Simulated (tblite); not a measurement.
# C8H13Al: the cost of one run

The runs use tblite 0.8.0 and PySCF 2.14.0, with density-fitted response routines of our own; the level of theory stands in each step. All values are computed, except where a source is named. Atoms count from 0, in the outputs and in this text.

### Step 1. The starting structure

22 atoms, charge 0, multiplicity 1; geometry from: force field or distance geometry start.

Bonds of the start (Å): C0–C1 1.33, C1–C2 1.52, C2–Al3 2.00, Al3–C4 2.00, Al3–C5 2.01, C5–C6 1.50, C6–C7 1.40, C7–C8 1.49, C8–C5 1.43, C0–H9 1.09, C0–H10 1.08, C1–H11 1.09, C2–H12 1.09, C2–H13 1.10, C4–H14 1.10, C4–H15 1.10, C4–H16 1.10, C5–H17 1.11, C6–H18 1.08, C7–H19 1.08, C8–H20 1.12, C8–H21 1.11.

### Step 2. Optimising the geometry with GFN2-xTB

The job: settings as JSON, then the geometry in Å.

```
{"job": {"kind": "relax", "xc": "GFN2-xTB", "basis": "xTB"}, "charge": 0, "multiplicity": 1}
C      1.810200     1.512800    -1.239600
C      1.601400     1.431100     0.070200
C      1.799900     0.130000     0.820600
Al     0.182100    -1.042100     0.652400
C      0.186800    -2.818000     1.581300
C     -1.494800    -0.439100    -0.282100
C     -1.215300     0.100900    -1.649300
C     -1.715900     1.348500    -1.275200
C     -1.990800     0.846200     0.104000
H      1.655500     2.463300    -1.741200
H      2.091000     0.644400    -1.821400
H      1.308700     2.309800     0.635900
H      2.684400    -0.400400     0.453800
H      1.939800     0.346300     1.894100
H      1.164500    -2.963500     2.072200
H      0.016100    -3.616700     0.838300
H     -0.619600    -2.837500     2.336100
H     -2.284300    -1.223600    -0.306600
H     -0.802300    -0.314300    -2.552000
H     -1.851300     2.292800    -1.783500
H     -3.088500     0.851800     0.331800
H     -1.388100     1.396600     0.859300
```

Launch:

```bash
$ OMP_NUM_THREADS=1 python probes_run.py task.json out
```

The driver reads the jobs from task.json and runs them one after another.

Q: Estimate the wall time and peak memory of this first job on 1 thread of Arm Neoverse N1, shared host.

About 1.4 s, with a peak of 0.18 GiB.
